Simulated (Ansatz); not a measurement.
# SrTl (110): surface energy and levels, part 1 of 2

Aim: for SrTl, find the bulk's equilibrium cell, then cut the (110) surface, relax it and get its surface energy and levels.

Program: Ansatz 0.2.0. Level of theory: DFT PBEsol, scalar-relativistic, plane waves, PAW. These are calculated values, not measurements.

1 further run of the same task is left out (it didn't finish).

**1. The system as given**

Symmetry: Pm-3m, No. 221, cubic system. The conventional cell has a = 4.032 Å, b = 4.032 Å, c = 4.032 Å, α = 90.00°, β = 90.00°, γ = 90.00°. Sr (site symmetry m-3m) has 8 Tl at 3.49 Å as nearest neighbours. Tl (site symmetry m-3m) has 8 Sr at 3.49 Å as nearest neighbours.

As a file:

```xyz
2
Lattice="4.0320 0.0000 0.0000 0.0000 4.0320 0.0000 0.0000 0.0000 4.0320" Properties=species:S:1:pos:R:3 pbc="T T T"
Sr    0.0000    0.0000    0.0000
Tl    2.0160    2.0160    2.0160
```

**2. A first look at the start**

input.yaml

```yaml
crystal:
  lattice:
    - [4.0320016246, 0.0, 0.0]
    - [0.0, 4.0320016246, 0.0]
    - [0.0, 0.0, 4.0320016246]
  atoms:
    - { symbol: Sr, position: [0.0, 0.0, 0.0] }
    - { symbol: Tl, position: [0.5, 0.5, 0.5] }
basis:
  ecutwfc: 420
kpoints:
  mp_grid: { grid: [4, 4, 4] }
hamiltonian:
  xc: pbesol
scf:
  occupations: { method: gaussian, width: 0.1 }
output:
  forces: true
  stress: true
  eigenvalues: true
```

Run with:

```
ansatz run input.yaml --threads 2 --pin off --max-ram 5632MiB --backend cpu --events-out ev --progress --plain --runs-dir out
```

The log of the run, cut to the lines that bear on the results:

```text
Warning: RAYON_NUM_THREADS=2 ignored (pool sized by the plan → 2); use --threads N
[...]
Pseudopotentials: kind: paw
Pseudopotential: Sr, paw, valence charge 10, recommended cutoff 420 eV (normal), Sr.paw.azcp
Pseudopotential: Tl, paw, valence charge 13, recommended cutoff 420 eV (normal), Tl.paw.azcp
Functional definition: PBEsol
[...]
Crystal: 2 atoms, lattice volume = 65.548 Å³
Basis set: ecut = 420 eV, 1309 PW (Γ), exchange–correlation on 54×54×54 points (8 copies of the dense FFT grid, shifted against one another)
Bands: 16, of which v1, the nominal top of the filled ones, is band 12 counted from 1 (11 counted from 0)
Symmetry: 48 space group operations
Space group: Pm-3m (ITA 221), of the structure as read, at distance tolerance 4.0e-5 Å
k-points: 10 of 64
[...]
SCF iter   1: F=—  HF=-14788.616019 eV  |F-HF|=—  |Δ(HF+E_count)|=         —  Δρ=1.97e-3  dr2=2.58e-3  ethr=1.77e-3  ⟨swp⟩=8.1  Hψ=1002  notcnv=0
[...]
SCF iter   6: F=-14788.616839 eV  HF=-14788.616839 eV  |F-HF|=8.77e-10  |Δ(HF+E_count)|=   2.99e-8  Δρ=2.93e-6  dr2=4.83e-9  ethr=4.35e-10  ⟨swp⟩=7.6  Hψ=813  notcnv=0
[...]
SCF converged after 6 iterations
Free energy (F): -14788.616839 eV
[...]
E sigma→0 (E₀):  -14788.601848 eV
Entropy (-TS):   -0.029982 eV (-14.991 meV/atom)
Fermi energy:    8.796396 eV
[...]
--- Forces (eV/Å), atoms counted from 1 ---
  atom   1  Sr    -0.00000000     0.00000000     0.00000000
  atom   2  Tl     0.00000000    -0.00000000    -0.00000000
[...]
--- Stress (GPa, compression-positive) ---
       -0.500434       0.000000       0.000000
        0.000000      -0.500434       0.000000
        0.000000       0.000000      -0.500434
  P = ⅓ Tr σ = -0.5004 GPa (-5.004 kbar)
--- Band table (eV; the first three rows and the last of 10) ---
  k-point 0: bands = ["-26.7177", "-8.6923", "-8.6923", "-8.6923", "-2.5635", "-2.5635", "-2.4423", "-2.4423", "-2.4423", "0.9844", "10.1581", "10.1581", "11.7574", "11.7574", "11.7574", "13.3005"]
[...]
```

Wall time 0.36 s (2 threads of Intel Xeon 6975P-C (Granite Rapids), shared host); peak memory 0.32 GiB.

The probe gives pressure -0.5 GPa, largest force 0.00 eV/Å, gap on this mesh none (metal). By this gap the next run takes a mesh of 10×10×10.

**3. Full relaxation**

input.yaml: that of step 2 with these lines changed.

```diff
@@ -11,3 +11,3 @@
 kpoints:
-  mp_grid: { grid: [4, 4, 4] }
+  mp_grid: { grid: [10, 10, 10] }
 hamiltonian:
@@ -20 +20,6 @@
   eigenvalues: true
+relax:
+  adjacent_minimum: "off"
+  f_tol: 0.005
+  max_steps: 80
+  cell: { stress_tol: 0.05 }
```

Run with:

```
ansatz run input.yaml --threads 2 --pin off --max-ram 5632MiB --backend cpu --events-out ev --progress --plain --runs-dir out
```

The log of the run, cut to the lines that bear on the results:

```text
Warning: RAYON_NUM_THREADS=2 ignored (pool sized by the plan → 2); use --threads N
[...]
[... 4 set-up lines as earlier in the session ...]
[...]
Crystal: 2 atoms, lattice volume = 65.548 Å³
Basis set: ecut = 420 eV, 1309 PW (Γ), exchange–correlation on 54×54×54 points (8 copies of the dense FFT grid, shifted against one another)
Bands: 16, of which v1, the nominal top of the filled ones, is band 12 counted from 1 (11 counted from 0)
[... 2 set-up lines as earlier in the session ...]
k-points: 56 of 1000
[...]
SCF iter   1: F=—  HF=-14788.844564 eV  |F-HF|=—  |Δ(HF+E_count)|=         —  Δρ=1.99e-3  dr2=2.06e-3  ethr=1.77e-3  ⟨swp⟩=8.2  Hψ=5636  notcnv=0
[...]
--- Stress (GPa, compression-positive) ---
        0.000894       0.000000      -0.000000
        0.000000       0.000894       0.000000
       -0.000000       0.000000       0.000894
  P = ⅓ Tr σ = 0.0009 GPa (0.009 kbar)
--- Band table (eV; the first three rows and the last of 56) ---
  k-point 0: bands = ["-26.6738", "-8.6451", "-8.6451", "-8.6451", "-2.4517", "-2.4517", "-2.3277", "-2.3277", "-2.3277", "1.0617", "10.2212", "10.2212", "11.8801", "11.8801", "11.8801", "13.4611"]
[...]
--- Relaxed structure (3 steps of the walk, 3 accepted, 1 SCFs on fresh bases) ---
  F+E_penalty+E_count = -14788.84532710 eV   max|allowed force component| = 2.169e-30 eV/Å   (the final SCF, on the basis selected at the relaxed cell)
  cell:  # Å, volume = 65.0343 Å³
    - [4.021432656598264, 3.0493890786131235e-33, -4.49383653690355e-34]
    - [3.0493890786131235e-33, 4.021432656598264, 2.407412430484045e-35]
    - [-4.49383653690355e-34, 2.407412430484045e-35, 4.021432656598264]
  atoms:
    - { symbol: Sr, position: [-1.2439088625010016e-37, 2.4878177294911136e-37, 1.2439088645283414e-37] }
    - { symbol: Tl, position: [0.5, 0.5, 0.5] }
```

It took 3.6 s on 2 threads of Intel Xeon 6975P-C (Granite Rapids), shared host; peak memory 0.43 GiB.

Relaxation path:

```
step  energy from step 1 (eV/cell)  largest force component (eV/Å)  pressure (GPa)  volume (Å³)
   1                        0.0000                          0.0000           -0.23        65.55
   2                       -0.0004                          0.0000           -0.06        65.17
   3                       -0.0004                          0.0000            0.00        65.03
   4                       -0.0004                          0.0000            0.00        65.03
```

Step 1 is the start. Step 4 repeats the geometry before it on a plane-wave basis chosen anew for that cell, so its energy need not be comparable with the rows above.

|  | before | after | change |
| --- | --- | --- | --- |
| a (Å) | 4.032 | 4.021 | -0.3 % |
| b (Å) | 4.032 | 4.021 | -0.3 % |
| c (Å) | 4.032 | 4.021 | -0.3 % |
| volume (Å³/atom) | 32.77 | 32.52 | -0.8 % |
| shortest distance (Å) | 3.492 | 3.483 | -0.3 % |
| space group (0.01 Å) | Pm-3m | Pm-3m | same |

Forces and stress were held to the start's 48 operations: a distortion of lower symmetry was not tested.

**4. Bulk reference on the slab's mesh**

input.yaml

```yaml
crystal:
  lattice:
    - [4.0214326566, 0.0, 0.0]
    - [0.0, 5.6871646031, 0.0]
    - [0.0, 2.8435823016, 2.8435823016]
  atoms:
    - { symbol: Sr, position: [0.0, 0.0, 0.0] }
    - { symbol: Tl, position: [0.5, 0.5, 0.0] }
basis:
  ecutwfc: 420
kpoints:
  mp_grid: { grid: [9, 6, 12] }
hamiltonian:
  xc: pbesol
scf:
  occupations: { method: gaussian, width: 0.1 }
output:
  forces: true
  stress: true
  eigenvalues: true
```

Run with:

```
ansatz run input.yaml --threads 2 --pin off --max-ram 5632MiB --backend cpu --events-out ev --progress --plain --runs-dir out
```

The log of the run, cut to the lines that bear on the results:

```text
[...]
SCF converged after 6 iterations
Free energy (F): -14788.839094 eV
[...]
E sigma→0 (E₀):  -14788.836338 eV
Entropy (-TS):   -0.005511 eV (-2.756 meV/atom)
Fermi energy:    9.019019 eV
[...]
--- Forces (eV/Å), atoms counted from 1 ---
  atom   1  Sr     0.00000000    -0.00000000     0.00000000
  atom   2  Tl     0.00000000     0.00000000     0.00000000
[...]
--- Stress (GPa, compression-positive) ---
       -0.080091      -0.000000       0.000000
        0.000000      -0.071789      -0.000000
        0.000000      -0.000000      -0.071789
  P = ⅓ Tr σ = -0.0746 GPa (-0.746 kbar)
--- Band table (eV; the first three rows and the last of 80) ---
  k-point 0: bands = ["-26.6737", "-8.6457", "-8.6446", "-8.6446", "-2.4500", "-2.4471", "-2.3252", "-2.3252", "-2.3236", "1.0631", "10.2220", "10.2224", "11.8806", "11.8816", "11.8816", "13.4629"]
[...]
```

It took 1.4 s on 2 threads of Intel Xeon 6975P-C (Granite Rapids), shared host; peak memory 0.42 GiB.

The bulk reference has the slab's in-plane cell, mesh and smearing. Its energy with the smearing taken to zero: -7394.4182 eV/atom.

**5. The (110) slab**

Planes are indexed in the bulk's conventional cell (Pm-3m (No. 221)), a = 4.021 Å, b = 4.021 Å, c = 4.021 Å, α = 90.00°, β = 90.00°, γ = 90.00°.

The slab is a (110) slab, 8.5 Å thick as cut, with 15 Å of vacuum; its outer planes are SrTl (top) and SrTl (bottom).

The slab as cut. Its planes from the bottom up:

| plane | atoms per cell | height over the lowest (Å) |
| --- | --- | --- |
| 1 | SrTl | 0.00 |
| 2 | SrTl | 2.84 |
| 3 | SrTl | 5.69 |
| 4 | SrTl | 8.53 |

**6. The slab as cut, atoms at the bulk's places**

The cell repeats along c, and a dipole correction in the vacuum removes the field between the copies.

input.yaml

```yaml
crystal:
  lattice:
    - [4.0214326566, 0.0, 0.0]
    - [0.0, 5.6871646031, 0.0]
    - [0.0, 0.0, 23.5307469047]
  atoms:
    - { symbol: Sr, position: [0.0, 0.5, 0.3187319141] }
    - { symbol: Tl, position: [0.5, 0.0, 0.3187319141] }
    - { symbol: Sr, position: [0.0, 0.0, 0.4395773047] }
    - { symbol: Tl, position: [0.5, 0.5, 0.4395773047] }
    - { symbol: Sr, position: [0.0, 0.5, 0.5604226953] }
    - { symbol: Tl, position: [0.5, 0.0, 0.5604226953] }
    - { symbol: Sr, position: [0.0, 0.0, 0.6812680859] }
    - { symbol: Tl, position: [0.5, 0.5, 0.6812680859] }
basis:
  ecutwfc: 420
kpoints:
  mp_grid: { grid: [9, 6, 1] }
hamiltonian:
  xc: pbesol
scf:
  occupations: { method: gaussian, width: 0.1 }
output:
  forces: true
  eigenvalues: true
  write_density: true
  write_potential: true
  elf: true
  volumetric_format: npy
efield:
  axis: 3
  dipole_correction: true
  ramp_width: 0.04
```

Run with:

```
ansatz run input.yaml --threads 2 --pin off --max-ram 5632MiB --backend cpu --events-out ev --progress --plain --runs-dir out
```

The log of the run, cut to the lines that bear on the results:

```text
Warning: RAYON_NUM_THREADS=2 ignored (pool sized by the plan → 2); use --threads N
[...]
[... 4 set-up lines as earlier in the session ...]
[...]
Crystal: 8 atoms, lattice volume = 538.161 Å³
Basis set: ecut = 420 eV, 10549 PW (Γ), exchange–correlation on 54×80×320 points (8 copies of the dense FFT grid, shifted against one another)
Bands: 56, of which v1, the nominal top of the filled ones, is band 46 counted from 1 (45 counted from 0)
Symmetry: 4 space group operations
k-points: 20 of 54
[...]
SCF iter   1: F=—  HF=-59153.685679 eV  |F-HF|=—  |Δ(HF+E_count)|=         —  Δρ=1.98e-3  dr2=1.90e-1  ethr=1.77e-3  p=0.000 e·Å  D=5.41e-14 V/Å  ΔV_dip=-0.00 eV  dr2_dipole=5.80e-9  V_vac-E_F(+/−)=3.17/3.17 eV  ⟨swp⟩=12.4  Hψ=6430  notcnv=0
[...]
WARN: The output density's exchange-correlation potential varies sharply where the density is thin. Do not read a vacuum level from v_tot or v_xc, or from such a field of the output density. On a cell that repeats whose density bears no net charge and no dipole along the vacuum's axis use [...]
SCF converged after 8 iterations
Free energy (F): -59153.677559 eV
[...]
E sigma→0 (E₀):  -59153.660677 eV
Entropy (-TS):   -0.033764 eV (-4.220 meV/atom)
Fermi energy:    2.776304 eV
Dipole field:    D = -0.000000 V/Å  (p = -0.000000 e·Å, saw-weighted, corrected)
Work function:   Φ+ = 3.2168 eV   Φ− = 3.2168 eV
Levels:          The Fermi level and band energies are counted from a zero that moves with the ramp; work functions are not
[...]
--- Forces (eV/Å), atoms counted from 1 ---
  atom   1  Sr     0.00000000     0.00000000    -0.03812552
  atom   2  Tl     0.00000000     0.00000000     0.15667140
  atom   3  Sr     0.00000000     0.00000000     0.05199820
  atom   4  Tl     0.00000000     0.00000000    -0.23483845
  atom   5  Sr     0.00000000     0.00000000    -0.05199808
  atom   6  Tl     0.00000000     0.00000000     0.23483851
  atom   7  Sr     0.00000000     0.00000000     0.03812542
  atom   8  Tl     0.00000000     0.00000000    -0.15667179
[...]
--- Band table (eV; the first three rows and the last of 20) ---
[...]
```

Run time: 19 s. Hardware: 2 threads of Intel Xeon 6975P-C (Granite Rapids), shared host; peak memory 0.96 GiB.

From the log: work function 3.22 eV.

Density in a lattice plane of the grid's cell (edges 4.02 and 23.53 Å, at 0.000 of the third edge), which holds Tl and Sr.

Ten even steps from ' ' (0.00 e/Å³) to '@' (7.00 e/Å³):
```
            
            
            
            
            
--..      ..
::          
      ..    
    ::@@::  
            
::::      ::
..          
    ..::..  
    ::**::  
            
            
            
            
            
            
```
Columns run along the first of these edges and rows up along the second, over one cell in 6 and 20 even steps from the bottom left corner. Atoms in the plane (fractional): Tl at (0.50, 0.32), Sr at (0.00, 0.44), Tl at (0.50, 0.56), Sr at (0.00, 0.68).

ELF in the same plane.

Ten even steps from '0' (0.00) to '9' (0.85):
```
000000
000000
000000
001110
001310
790109
970207
234443
343034
014441
291019
941314
334343
344144
123432
000100
000000
000000
000000
000000
```
Columns run along the first of these edges and rows up along the second, over one cell in 6 and 20 even steps from the bottom left corner. Atoms in the plane (fractional): Tl at (0.50, 0.32), Sr at (0.00, 0.44), Tl at (0.50, 0.56), Sr at (0.00, 0.68).

Both are smooth fields of the valence electrons: close to the nuclei they are not physical.

The highest ELF values outside the cores: 0.49 outside the outer layer, 1.9 Å from Tl.

**7. Changed: xc_grid 3, preconditioner none**

input.yaml: that of step 6 with these lines changed.

```diff
@@ -16,2 +16,3 @@
   ecutwfc: 420
+  xc_grid: 3
 kpoints:
@@ -22,2 +23,3 @@
   occupations: { method: gaussian, width: 0.1 }
+  mixing: { preconditioner: none }
 output:
@@ -25,6 +27,2 @@
   eigenvalues: true
-  write_density: true
-  write_potential: true
-  elf: true
-  volumetric_format: npy
 efield:
```

Run with:

```
ansatz run input.yaml --threads 2 --pin off --max-ram 5632MiB --backend cpu --events-out ev --progress --plain --runs-dir out
```

The log of the run, cut to the lines that bear on the results:

```text
Warning: RAYON_NUM_THREADS=2 ignored (pool sized by the plan → 2); use --threads N
[...]
[... 4 set-up lines as earlier in the session ...]
[...]
Crystal: 8 atoms, lattice volume = 538.161 Å³
Basis set: ecut = 420 eV, 10549 PW (Γ), exchange–correlation on 81×120×480 points (27 copies of the dense FFT grid, shifted against one another)
Bands: 56, of which v1, the nominal top of the filled ones, is band 46 counted from 1 (45 counted from 0)
[... 1 set-up line as earlier in the session ...]
k-points: 20 of 54
[...]
Free energy (F): -59153.677560 eV
[...]
E sigma→0 (E₀):  -59153.660678 eV
Entropy (-TS):   -0.033763 eV (-4.220 meV/atom)
Fermi energy:    2.776277 eV
Dipole field:    D = 0.000001 V/Å  (p = 0.000004 e·Å, saw-weighted, corrected)
Work function:   Φ+ = 3.2170 eV   Φ− = 3.2170 eV
Levels:          The Fermi level and band energies are counted from a zero that moves with the ramp; work functions are not
[...]
--- Forces (eV/Å), atoms counted from 1 ---
  atom   1  Sr     0.00000000     0.00000000    -0.03818356
  atom   2  Tl     0.00000000     0.00000000     0.15668396
  atom   3  Sr     0.00000000     0.00000000     0.05199161
  atom   4  Tl     0.00000000     0.00000000    -0.23484021
  atom   5  Sr     0.00000000     0.00000000    -0.05198600
  atom   6  Tl     0.00000000     0.00000000     0.23484170
  atom   7  Sr     0.00000000     0.00000000     0.03817734
  atom   8  Tl     0.00000000     0.00000000    -0.15668482
[...]
--- Band table (eV; the first three rows and the last of 20) ---
[...]
```

It took 16 s on 2 threads of Intel Xeon 6975P-C (Granite Rapids), shared host; peak memory 1 GiB.

| run | ending | energy change | gap (eV) | force (eV/Å) | cycles | time |
| --- | --- | --- | --- | --- | --- | --- |
| step 6 | converged | 0 | 0.00 | 0.23 | 8 | 19 s |
| variant | converged | 0.0 meV/atom | 0.00 | 0.23 | 11 | 16 s |

Changing the numerical grids and mixing hardly moves the energy: 0.0 meV/atom.

(Continued in part 2 of 2.)
